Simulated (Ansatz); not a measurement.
# Cs2RbGdCl6 (Fm-3m): the equilibrium volume, part 2 of 2

Aim: the volume at which the pressure of Cs2RbGdCl6 (Fm-3m) vanishes.

Ansatz 0.2.0; DFT PBEsol, scalar-relativistic, plane waves, PAW. Earlier steps stand in the parts before.

## Step 3: Relaxing cell and atoms

Input file input.yaml:

```yaml
crystal:
  lattice:
    - [0.0, 5.83215207, 5.83215207]
    - [5.83215207, 0.0, 5.83215207]
    - [5.83215207, 5.83215207, 0.0]
  atoms:
    - { symbol: Cl, position: [0.770167, 0.229833, 0.229833] }
    - { symbol: Cl, position: [0.229833, 0.229833, 0.770167] }
    - { symbol: Cl, position: [0.229833, 0.770167, 0.770167] }
    - { symbol: Cl, position: [0.229833, 0.770167, 0.229833] }
    - { symbol: Cl, position: [0.770167, 0.229833, 0.770167] }
    - { symbol: Cl, position: [0.770167, 0.770167, 0.229833] }
    - { symbol: Cs, position: [0.75, 0.75, 0.75] }
    - { symbol: Cs, position: [0.25, 0.25, 0.25] }
    - { symbol: Gd, position: [0.0, 0.0, 0.0], spin: 7.57 }
    - { symbol: Rb, position: [0.5, 0.5, 0.5] }
basis:
  ecutwfc: 420
kpoints:
  mp_grid: { grid: [4, 4, 4] }
hamiltonian:
  xc: pbesol
scf:
  occupations: { method: gaussian, width: 0.02 }
  lower_state_search: "off"
output:
  forces: true
  stress: true
  eigenvalues: true
  populations: true
  hubbard: { sites: [{ species: Gd, l: f }] }
  write_density: true
  write_potential: true
  elf: true
  volumetric_format: npy
magnetization:
  spin_polarized: true
relax:
  adjacent_minimum: "off"
  f_tol: 0.005
  max_steps: 80
  cell: { stress_tol: 0.05 }
```

Run with:

```bash
$ ansatz run input.yaml --threads 8 --pin off --max-ram 14336MiB --backend cpu --events-out ev --progress --plain --runs-dir out
```

The log of the run:

```text
Warning: RAYON_NUM_THREADS=8 ignored (pool sized by the plan → 8); use --threads N
Gd: projections on atomic orbitals take those of the free atom [Kr 4d10] 4f7 5s2 5p6 5d1 6s2, of charge +0.00 (hamiltonian.pseudopotentials.projection_atoms); the dataset's partial waves leave at most 2.5e-4 of an orbital's norm unspanned inside its sphere
Engine: ansatz 0.2.0, aarch64-unknown-linux-gnu
Pseudopotentials: kind: paw
Pseudopotential: Cl, paw, valence charge 7, recommended cutoff 420 eV (normal), Cl.paw.azcp
Pseudopotential: Cs, paw, valence charge 9, recommended cutoff 420 eV (normal), Cs.paw.azcp
Pseudopotential: Gd, paw, valence charge 18, recommended cutoff 420 eV (normal), Gd.paw.azcp
Pseudopotential: Rb, paw, valence charge 9, recommended cutoff 420 eV (normal), Rb.paw.azcp
Functional definition: PBEsol
  exchange = pbesol_x
  correlation = pbesol_c
Crystal: 10 atoms, lattice volume = 396.750 Å³
Basis set: ecut = 420 eV, 7799 PW (Γ), exchange–correlation on 120×120×120 points (8 copies of the dense FFT grid, shifted against one another)
Bands: 58, of which v1, the nominal top of the filled ones, is band 44 counted from 1 (43 counted from 0)
Symmetry: 48 space group operations
Space group: Fm-3m (ITA 225), of the structure as read, at distance tolerance 7.3e-5 Å
Magnetic group: BNS 225.116 (UNI 1618), of the structure as read, at distance tolerance 7.3e-5 Å
k-points: 8 of 64
Non-local potential: Cl, projectors of the file, l = 0: 2, l = 1: 2, l = 2: 2
Non-local potential: Cs, projectors of the file, l = 0: 3, l = 1: 2, l = 2: 2, l = 3: 2
Non-local potential: Gd, projectors of the file, l = 0: 3, l = 1: 2, l = 2: 2, l = 3: 3
Non-local potential: Rb, projectors of the file, l = 0: 3, l = 1: 2, l = 2: 2
PAW form: soft (Blöchl's): semilocal exchange-correlation on the pseudo side does not see the compensation charge
PAW frozen core: Cl, regenerated for the run's functional, and the local potential with it (the file was generated under x = pbe(κ = 0.804, μ = 0.2195149727645171), c = pbe(β = 0.06672455060314922))
PAW frozen core: Cs, regenerated for the run's functional, and the local potential with it (the file was generated under x = pbe(κ = 0.804, μ = 0.2195149727645171), c = pbe(β = 0.06672455060314922))
PAW frozen core: Gd, regenerated for the run's functional, and the local potential with it (the file was generated under x = pbe(κ = 0.804, μ = 0.2195149727645171), c = pbe(β = 0.06672455060314922))
PAW frozen core: Rb, regenerated for the run's functional, and the local potential with it (the file was generated under x = pbe(κ = 0.804, μ = 0.2195149727645171), c = pbe(β = 0.06672455060314922))
PAW one-centre angular grid: Cl, 110 points (default); XC on 64 Gauss nodes
PAW one-centre angular grid: Cs, 194 points (default); XC on 64 Gauss nodes
PAW one-centre angular grid: Gd, 590 points (default); XC on 64 Gauss nodes
PAW one-centre angular grid: Rb, 110 points (default); XC on 64 Gauss nodes
Initial density: superposition of atomic densities (chi_scale 0.1, normalization cell, long waves kept (reshape's long-wave potential 0.01 eV rms))
Starting moments: Σ|m| = 7.57 μB on 1 of 10 sites
Initial wavefunctions: pseudopotential atomic-orbital guess
Functional: x = pbesol(κ = 0.804, μ = 0.12345679012345678), c = pbesol(β = 0.046)
SCF iter   1: F=—  HF=-30023.416165 eV  |F-HF|=—  |Δ(HF+E_count)|=         —  Δρ=2.53e-1 (↑8.19e-2 ↓2.53e-1)  dr2=6.11e2  dr2_m=3.12e1  M=1.320 μB ∫|m|=1.350 μB  β_m=0.02  ethr=3.10e-3  ⟨swp⟩=10.3  Hψ=4325  notcnv=0  defer=1
Mixer restart at iter 1: flushing history
preconditioner: auto → Kerker (q_TF=auto, 2.119 Å⁻¹)  [metal: Δε(μ)=0.019 eV  Ē_g=9.567 eV  σ=0.020 eV  W_gap=0.46  n_scr=58 (ndim 8)  ℏωp=15.9 eV  f_vac=0.011  D(μ)=18.97/eV (n_scr^D=168)]
spin=Collinear: Kerker preconditioning applied to the charge; magnetization (m = ρ↑ − ρ↓) channel mixes plain (no charge-response kernel on spin).
SCF iter   2: F=—  HF=-30007.787077 eV  |F-HF|=—  |Δ(HF+E_count)|=    1.56e1  Δρ=2.15e-1 (↑7.52e-2 ↓2.15e-1)  dr2=4.69e2  dr2_m=2.14e1  M=2.728 μB ∫|m|=2.728 μB  β_m=0.03  ethr=3.10e-3  ⟨swp⟩=2.9  Hψ=1881  notcnv=0  defer=90
Mixer restart at iter 2: flushing history
SCF iter   3: F=—  HF=-30002.719328 eV  |F-HF|=—  |Δ(HF+E_count)|=    5.07e0  Δρ=7.39e-2 (↑6.59e-2 ↓7.39e-2)  dr2=8.57e0  dr2_m=1.68e1  M=7.000 μB ∫|m|=7.090 μB  β_m=0.21  ethr=3.10e-3  ⟨swp⟩=3.8  Hψ=1934  notcnv=0  defer=118
Mixer restart at iter 3: flushing history
SCF iter   4: F=—  HF=-30002.225420 eV  |F-HF|=—  |Δ(HF+E_count)|=   4.94e-1  Δρ=6.00e-2 (↑5.34e-2 ↓6.00e-2)  dr2=7.56e0  dr2_m=1.09e1  M=7.000 μB ∫|m|=7.040 μB  β_m=0.34  ethr=3.10e-3  ⟨swp⟩=2.2  Hψ=1467  notcnv=0  defer=116
Mixer restart at iter 4: flushing history
SCF iter   5: F=—  HF=-30001.368719 eV  |F-HF|=—  |Δ(HF+E_count)|=   8.57e-1  Δρ=4.31e-2 (↑3.71e-2 ↓4.31e-2)  dr2=5.96e0  dr2_m=5.21e0  M=7.000 μB ∫|m|=7.015 μB  β_m=0.51  ethr=3.10e-3  ⟨swp⟩=2.0  Hψ=1205  notcnv=0  defer=116
Mixer restart at iter 5: flushing history
SCF iter   6: F=—  HF=-30000.427952 eV  |F-HF|=—  |Δ(HF+E_count)|=   9.41e-1  Δρ=2.62e-2 (↑2.10e-2 ↓2.62e-2)  dr2=4.15e0  dr2_m=1.58e0  M=7.000 μB ∫|m|=7.009 μB  β_m=0.73  ethr=3.10e-3  ⟨swp⟩=2.0  Hψ=1405  notcnv=0  defer=116
Mixer restart at iter 6: flushing history
SCF iter   7: F=—  HF=-30000.187320 eV  |F-HF|=—  |Δ(HF+E_count)|=   2.41e-1  Δρ=1.32e-2 (↑1.01e-2 ↓1.32e-2)  dr2=2.53e0  dr2_m=2.23e-1  M=7.000 μB ∫|m|=7.004 μB  β_m=0.30  ethr=3.10e-3  ⟨swp⟩=2.1  Hψ=1218  notcnv=0  defer=115
Mixer restart at iter 7: flushing history
spin-set hold released at iteration 7 (site moments contracting): the magnetisation degrees of freedom join the quasi-Newton model from the next iteration; the mixer history was flushed
SCF iter   8: F=—  HF=-30001.408940 eV  |F-HF|=—  |Δ(HF+E_count)|=    1.22e0  Δρ=1.04e-2 (↑7.56e-3 ↓1.04e-2)  dr2=1.39e0  dr2_m=1.59e-1  M=7.000 μB ∫|m|=7.009 μB  β_m=0.65  ethr=2.90e-3  ⟨swp⟩=2.0  Hψ=1032  notcnv=0  defer=116
SCF iter   9: F=—  HF=-30002.557572 eV  |F-HF|=—  |Δ(HF+E_count)|=    1.15e0  Δρ=2.29e-3 (↑2.29e-3 ↓1.80e-3)  dr2=1.61e-1  dr2_m=1.35e-3  M=7.000 μB ∫|m|=7.031 μB  β_m=0.71  ethr=1.59e-3  ⟨swp⟩=3.2  Hψ=1937  notcnv=0  defer=117
SCF iter  10: F=—  HF=-30002.551664 eV  |F-HF|=—  |Δ(HF+E_count)|=   5.91e-3  Δρ=1.18e-3 (↑1.14e-3 ↓1.18e-3)  dr2=7.22e-2  dr2_m=1.99e-5  M=7.000 μB ∫|m|=7.029 μB  β_m=0.86  ethr=1.86e-4  ⟨swp⟩=2.8  Hψ=1217  notcnv=0  defer=114
SCF iter  11: F=—  HF=-30002.549954 eV  |F-HF|=—  |Δ(HF+E_count)|=   1.71e-3  Δρ=5.36e-4 (↑3.36e-4 ↓5.36e-4)  dr2=4.68e-3  dr2_m=7.19e-5  M=7.000 μB ∫|m|=7.026 μB  β_m=0.93  ethr=8.30e-5  ⟨swp⟩=3.4  Hψ=1614  notcnv=0  defer=114
preconditioner: auto → Resta (q_TF=auto, 2.119 Å⁻¹)  ε∞=3.5  [insulator: Δε(μ)=2.969 eV  Ē_g=10.020 eV  σ=0.020 eV  W_gap=1.00  n_scr=58 (ndim 8)  ℏωp=15.9 eV  f_vac=0.117  D(μ)=0.00/eV (n_scr^D=0)  ε∞_Penn≈3.5]
spin=Collinear: Resta preconditioning applied to the charge; magnetization (m = ρ↑ − ρ↓) channel mixes plain (no charge-response kernel on spin).
SCF iter  12: F=—  HF=-30002.553546 eV  |F-HF|=—  |Δ(HF+E_count)|=   3.59e-3  Δρ=3.67e-4 (↑3.46e-4 ↓3.67e-4)  dr2=2.35e-3  dr2_m=7.40e-6  M=7.000 μB ∫|m|=7.030 μB  β_m=0.70  ethr=5.37e-6  ⟨swp⟩=3.5  Hψ=1964  notcnv=0  defer=109
SCF iter  13: F=—  HF=-30002.552672 eV  |F-HF|=—  |Δ(HF+E_count)|=   8.74e-4  Δρ=6.80e-5 (↑5.34e-5 ↓6.80e-5)  dr2=9.63e-5  dr2_m=8.55e-7  M=7.000 μB ∫|m|=7.027 μB  β_m=0.78  ethr=2.70e-6  ⟨swp⟩=2.8  Hψ=1656  notcnv=0  defer=109
SCF iter  14: F=—  HF=-30002.553151 eV  |F-HF|=—  |Δ(HF+E_count)|=   4.80e-4  Δρ=2.68e-5 (↑2.43e-5 ↓2.68e-5)  dr2=1.61e-5  dr2_m=6.15e-8  M=7.000 μB ∫|m|=7.027 μB  β_m=0.89  ethr=1.11e-7  ⟨swp⟩=2.0  Hψ=1576  notcnv=0  defer=109
SCF iter  15: F=—  HF=-30002.553210 eV  |F-HF|=—  |Δ(HF+E_count)|=   5.91e-5  Δρ=5.66e-6 (↑5.64e-6 ↓5.66e-6)  dr2=1.14e-6  dr2_m=8.60e-10  M=7.000 μB ∫|m|=7.027 μB  β_m=0.95  ethr=1.85e-8  ⟨swp⟩=2.0  Hψ=1505  notcnv=0  defer=109
SCF iter  16: F=—  HF=-30002.553213 eV  |F-HF|=—  |Δ(HF+E_count)|=   2.92e-6  Δρ=1.97e-6 (↑1.96e-6 ↓1.97e-6)  dr2=1.20e-7  dr2_m=2.07e-10  M=7.000 μB ∫|m|=7.027 μB  β_m=0.97  ethr=1.31e-9  ⟨swp⟩=2.0  Hψ=1515  notcnv=0  defer=109
SCF iter  17: F=-30002.553213 eV  HF=-30002.553213 eV  |F-HF|=2.99e-9  |Δ(HF+E_count)|=   2.10e-7  Δρ=7.96e-7 (↑7.84e-7 ↓7.96e-7)  dr2=1.96e-8  dr2_m=4.25e-10  M=7.000 μB ∫|m|=7.027 μB  ethr=1.15e-10  ⟨swp⟩=20.8  Hψ=8249  notcnv=0
SCF 1 converged in 17 iterations: F = -30002.553213 eV  dr2 = 1.96e-8
relax step   1: F+E_penalty+E_count = -30002.55321337 eV  Δ(F+E_penalty+E_count) = +0.000e0 eV  max|allowed force component| = 2.037e-1 eV/Å  Δτ_max = 0.0000 Å  P = -1.268 GPa  Ω = 396.750 Å³  (17 SCF iters, dr2 threshold 1.00e-7 eV, accepted)
[... 16 lines left out ...]
relax step   2: F+E_penalty+E_count = -30002.63261152 eV  Δ(F+E_penalty+E_count) = -7.940e-2 eV  max|allowed force component| = 8.617e-2 eV/Å  Δτ_max = 0.0132 Å  P = -0.478 GPa  Ω = 383.362 Å³  energy of the carried Pulay correction = +2.677e-4 eV  (7 SCF iters, dr2 threshold 1.00e-6 eV, accepted)
[... 13 lines left out ...]
relax step   3: F+E_penalty+E_count = -30002.66179330 eV  Δ(F+E_penalty+E_count) = -2.918e-2 eV  max|allowed force component| = 4.034e-2 eV/Å  Δτ_max = 0.0402 Å  P = +0.156 GPa  Ω = 363.678 Å³  energy of the carried Pulay correction = +6.784e-4 eV  (7 SCF iters, dr2 threshold 5.71e-7 eV, accepted)
[... 13 lines left out ...]
relax step   4: F+E_penalty+E_count = -30002.66490705 eV  Δ(F+E_penalty+E_count) = -3.114e-3 eV  max|allowed force component| = 4.192e-3 eV/Å  Δτ_max = 0.0111 Å  P = -0.018 GPa  Ω = 368.620 Å³  energy of the carried Pulay correction = +5.733e-4 eV  (7 SCF iters, dr2 threshold 1.02e-7 eV, accepted)
[... 14 lines left out ...]
relax step   5: F+E_penalty+E_count = -30002.66439308 eV  Δ(F+E_penalty+E_count) = +5.140e-4 eV  max|allowed force component| = 4.247e-3 eV/Å  Δτ_max = 0.0000 Å  P = -0.019 GPa  Ω = 368.620 Å³  stress off target by 1.85e-2 GPa  SCF on the basis re-selected at this cell (its energy is not comparable with the rows above)  (7 SCF iters)
basis re-selected at this cell: Δ(F+E_penalty+E_count) = +5.140e-4 eV, ΔP = -0.000 GPa vs the last step (what re-selecting the basis moved, of the pressure what is left beyond the Pulay correction that the steps carried, after the strain that the cell walked since its last selection, with what the two solves' SCF thresholds leave and, on support functions, any second-order correction that the steps lacked; it is no measure of the basis error at this ecutwfc). The dense FFT grid was sized anew with the basis: this SCF ran on 54×54×54 points, the steps before it on 60×60×60, so part of this shift can come from that change (see relax.cell in the input reference). This SCF's stress stands 1.85e-2 GPa from its target on what of the cell is left free (relax.cell.stress_tol is 5.00e-2 GPa) and its largest allowed force component is 4.25e-3 eV/Å (relax.f_tol is 5.00e-3 eV/Å): within both
SCF converged after 7 iterations
Magnetization: 7.0000 μB (47.0000 up, 40.0000 down)
Absolute magnetization: 7.0266 μB (∫|ρ↑−ρ↓|, with the PAW one-centre terms)
Spin contamination: 0.0080 ħ² per cell (⟨S²⟩ above its minimum at these occupations)
Per-site moments (μB) at R_I (Å): [(0.0023854357419594314, 1.0854924595049362), (0.002385435741959792, 1.0854924595049362), (0.002385435741959779, 1.0854924595049351), (0.0023854357419597224, 1.0854924595049362), (0.002385435741959753, 1.0854924595049351), (0.0023854357419599704, 1.085492459504936), (3.995609969578795e-5, 1.6622823718624034), (3.9956099695535507e-5, 1.6622823718624034), (6.868169373581811, 1.0854924595049351), (3.277267336752476e-5, 1.2620137666160691)]
Free energy (F): -30002.664393 eV
Harris-Foulkes:  -30002.664393 eV  (|F-HF|=1.46e-11)
Internal energy: -30002.664393 eV  (E = F + TS)
E sigma→0 (E₀):  -30002.664393 eV
Fermi energy:    3.077149 eV
--- Per-component energies (eV) ---
  E_band       = -506.777267
  E_kinetic    = 1847.753423
  E_local      = -6468.403783  (includes V_loc(G=0)·N_el)
  E_nonlocal   = 703.407926
  E_hartree    = 2477.012727
  E_xc         = -1344.066122
  E_vxc        = -1371.448556  (∫ρ·V_xc dr)
  E_paw        = -22734.708045  (= ΣΔE_a)
  E_vpaw       = -172.112372  (= ΣTr[D̂ρ^β])
  E_aug_tail   = 0.000557  (compensation charges beyond the density's cutoff)
  E_ewald      = -4485.204830
  E_core_change = 1.543754  (= ΣΔE_core)
  E_smearing   = -0.000000  (= −TS)
  E_closure    = -0.000000  (closes the sum)
  Σ components = -30002.664393   (vs F -30002.664393, Δ=0.00e0)
--- Forces (eV/Å), atoms counted from 1 ---
  atom   1  Cl     0.00424698     0.00000000     0.00000000
  atom   2  Cl     0.00000000     0.00000000     0.00424698
  atom   3  Cl    -0.00424698    -0.00000000    -0.00000000
  atom   4  Cl     0.00000000     0.00424698     0.00000000
  atom   5  Cl    -0.00000000    -0.00424698    -0.00000000
  atom   6  Cl    -0.00000000    -0.00000000    -0.00424698
  atom   7  Cs     0.00000000     0.00000000     0.00000000
  atom   8  Cs    -0.00000000    -0.00000000    -0.00000000
  atom   9  Gd     0.00000000    -0.00000000    -0.00000000
  atom  10  Rb     0.00000000     0.00000000    -0.00000000
  max |Σ_I F_I| component: 3.69e-18 eV/Å
--- Stress (GPa, compression-positive) ---
       -0.018504      -0.000000      -0.000000
       -0.000000      -0.018504       0.000000
       -0.000000      -0.000000      -0.018504
  P = ⅓ Tr σ = -0.0185 GPa (-0.185 kbar)
--- Band table (eV; the first three rows and the last of 16) ---
  k-point 0 ↑: bands = ["-40.9437", "-22.1438", "-18.4885", "-18.4885", "-18.4885", "-17.9456", "-17.9415", "-11.2039", "-10.9761", "-10.9761", "-10.8621", "-10.8621", "-10.8621", "-6.3385", "-6.3385", "-6.3385", "-4.7596", "-4.7596", "-4.7596", "-4.7049", "-4.7049", "-4.7049", "-0.7478", "-0.5465", "-0.5465", "-0.5465", "-0.4737", "-0.4737", "-0.4737", "-0.4253", "-0.1530", "-0.1530", "0.0698", "0.0698", "0.0698", "0.4523", "0.4523", "0.4523", "1.0366", "1.0366", "1.0366", "1.4201", "1.4201", "1.4201", "1.4240", "1.4240", "1.4240", "6.3808", "6.5898", "6.5898", "6.5898", "7.7320", "7.7320", "8.2038", "8.2038", "8.2038", "8.4302", "9.1409"]
[... 3 lines left out ...]
--- Relaxed structure (4 steps of the walk, 4 accepted, 1 SCFs on fresh bases) ---
  F+E_penalty+E_count = -30002.66439308 eV   max|allowed force component| = 4.247e-3 eV/Å   (the final SCF, on the basis selected at the relaxed cell)
  cell:  # Å, volume = 368.6196 Å³
    - [-2.3566095652142108e-34, 5.6909241845357705, 5.6909241845357705]
    - [5.6909241845357705, -1.2101508578127026e-33, 5.6909241845357705]
    - [5.6909241845357705, 5.6909241845357705, -9.872283313735204e-34]
  atoms:
    - { symbol: Cl, position: [0.7687988113883317, 0.23120118861166822, 0.23120118861166827] }
    - { symbol: Cl, position: [0.23120118861166822, 0.23120118861166822, 0.7687988113883317] }
    - { symbol: Cl, position: [0.23120118861166816, 0.7687988113883318, 0.768798811388332] }
    - { symbol: Cl, position: [0.23120118861166822, 0.7687988113883317, 0.23120118861166827] }
    - { symbol: Cl, position: [0.7687988113883318, 0.23120118861166816, 0.768798811388332] }
    - { symbol: Cl, position: [0.7687988113883318, 0.7687988113883318, 0.23120118861166816] }
    - { symbol: Cs, position: [0.75, 0.75, 0.75] }
    - { symbol: Cs, position: [0.25, 0.25, 0.25] }
    - { symbol: Gd, position: [-5.948827997473083e-20, 5.948827997473119e-20, 1.4872069993682537e-19] }
    - { symbol: Rb, position: [0.5, 0.5, 0.5] }
--- Löwdin populations: 10 sites ---
  site symbol       q [e]    m [muB]
     0     Cl      7.4777     0.0073
     1     Cl      7.4777     0.0073
     2     Cl      7.4777     0.0073
     3     Cl      7.4777     0.0073
     4     Cl      7.4777     0.0073
     5     Cl      7.4777     0.0073
     6     Cs      8.1796    -0.0005
     7     Cs      8.1796    -0.0005
     8     Gd     17.2981     6.9509
     9     Rb      8.2351     0.0004
  spilling = 0.002775 (of n_electrons = 87.000000)
--- Occupation matrices: 1 shell (Löwdin-built; ε = 2.00e-2, provisional) ---
  Gd8 f_4F: site group Oh (m-3m)
  Gd8 f_4F up     Tr n = 6.9966  λ = 0.999 0.999 0.999 1.000 1.000 1.000 1.000  [7× z3 0.14 (T1u 0.43) T1u(0.43)]
  Gd8 f_4F dn     Tr n = 0.1390  λ = 0.000 0.011 0.011 0.011 0.035 0.035 0.035  [4× z(x2-y2) 0.25 (T2u 0.75) T2u(0.75) | 3× z3 0.33 (T1u 1.00) T1u(1.00)]
  Tr n, λ and their labels are of the run-group-symmetrised matrices; stabiliser: 48 of 96 elements of G0×{1,Θ} (closed), max defect 5.8e-15 at τ = 4.2e-3
```

Run time: 38 s. Hardware: 8 threads of Arm Neoverse V1, shared host; peak memory 1.4 GiB.

Relaxation path:

```csv
step,energy from step 1 (meV/atom),largest force component (eV/Å),pressure (GPa),volume (Å³/atom)
1,0.0,0.204,-1.27,39.675
2,-7.9,0.086,-0.48,38.336
3,-10.9,0.040,0.16,36.368
4,-11.2,0.004,-0.02,36.862
5,-11.1,0.004,-0.02,36.862
```

Step 1 is the start. Step 5 repeats the geometry before it on a plane-wave basis chosen anew for the final cell, which shifts the energy by +0.1 meV/atom.

This gives: volume 36.862 Å³/atom, pressure -0.02 GPa, mesh gap 3.30 eV, spin moments in the atoms' spheres Gd 6.87 μB.

## Step 4: The cell, before and after

How the cell compares, before and after:

| cell as typed | before | after | change |
| --- | --- | --- | --- |
| a (Å) | 8.248 | 8.048 | -2.4 % |
| b (Å) | 8.248 | 8.048 | -2.4 % |
| c (Å) | 8.248 | 8.048 | -2.4 % |
| volume (Å³/atom) | 39.675 | 36.862 | -7.1 % |
| shortest distance (Å) | 2.681 | 2.631 | -1.8 % |
| space group | Fm-3m | Fm-3m | same |

## Step 5: Outcome

What follows sums up all 2 parts. Changes of volume or cell count from the first structure of part 1.

| quantity | value |
| --- | --- |
| volume | 36.862 Å³/atom |
| pressure | -0.02 GPa |
| conventional cell | a = 11.382 Å, b = 11.382 Å, c = 11.382 Å, α = 90.00°, β = 90.00°, γ = 90.00° |
| gap on the mesh | 3.30 eV |
| spin moments in spheres | Gd 6.87 μB |

**Reading.** From the first run shown, the volume went from 39.67 to 36.86 Å³/atom (-7.1 %) in 2 runs, where the pressure is zero within 0.02 GPa. No U or exact exchange acts on the open f shell of Gd, so the gap holds for this level alone and is likely too small. Spin–orbit coupling is left out, though the cell holds Gd; it splits the 4f levels.
